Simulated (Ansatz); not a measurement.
# InSe: the cost of one run

Method: DFT PBEsol, scalar-relativistic, plane waves, PAW, in Ansatz 0.2.0.

3 further runs of the same task are left out: 1 that didn't finish, 2 set aside as unsound or not needed.

**1. The system as given**

It takes space group P6_3/mmc (No. 194, hexagonal). Conventional cell: a = 4.032 Å, b = 4.032 Å, c = 16.762 Å, α = 90.00°, β = 90.00°, γ = 120.00°. In (site symmetry 3m) is surrounded by 3 Se at 2.66 Å and 1 In at 2.79 Å. Around Se (site symmetry 3m) lie 3 In at 2.66 Å.

Coordinates:

```
CELL_PARAMETERS angstrom
4.03177 0.00000 0.00000
-2.01589 3.49162 0.00000
0.00000 0.00000 16.76237
ATOMIC_POSITIONS crystal
In 0.33333 0.66667 0.16666
In 0.66667 0.33333 0.66666
In 0.33333 0.66667 0.33334
In 0.66667 0.33333 0.83334
Se 0.33333 0.66667 0.58987
Se 0.66667 0.33333 0.08987
Se 0.33333 0.66667 0.91013
Se 0.66667 0.33333 0.41013
```

This cell was relaxed beforehand with the same method: volume 29.50 Å³/atom, gap on the mesh 0.37 eV.

**2. The cell under PBEsol**

Contents of input.yaml:

```yaml
crystal:
  lattice:
    - [4.0317714899, 0.0, 0.0]
    - [-2.015885745, 3.4916165325, 0.0]
    - [0.0, 0.0, 16.7623715726]
  atoms:
    - { symbol: In, position: [0.3333333333, 0.6666666667, 0.1666581947] }
    - { symbol: In, position: [0.6666666667, 0.3333333333, 0.6666581947] }
    - { symbol: In, position: [0.3333333333, 0.6666666667, 0.3333418053] }
    - { symbol: In, position: [0.6666666667, 0.3333333333, 0.8333418053] }
    - { symbol: Se, position: [0.3333333333, 0.6666666667, 0.5898711337] }
    - { symbol: Se, position: [0.6666666667, 0.3333333333, 0.0898711337] }
    - { symbol: Se, position: [0.3333333333, 0.6666666667, 0.9101288663] }
    - { symbol: Se, position: [0.6666666667, 0.3333333333, 0.4101288663] }
basis:
  ecutwfc: 420
kpoints:
  mp_grid: { grid: [12, 12, 2] }
hamiltonian:
  xc: pbesol
scf:
  occupations: { method: gaussian, width: 0.02 }
output:
  forces: true
  stress: true
  eigenvalues: true
relax:
  adjacent_minimum: "off"
  f_tol: 0.005
  max_steps: 50
  cell: { stress_tol: 0.05 }
```

Launch:

```
ansatz run input.yaml --threads 2 --pin off --max-ram 5120MiB --backend cpu --events-out ev --progress --plain --runs-dir out
```

Q: Estimate wall time and peak memory on 2 threads of Arm Neoverse V2, shared host.

About 1.7 min, with a peak of 0.82 GiB.
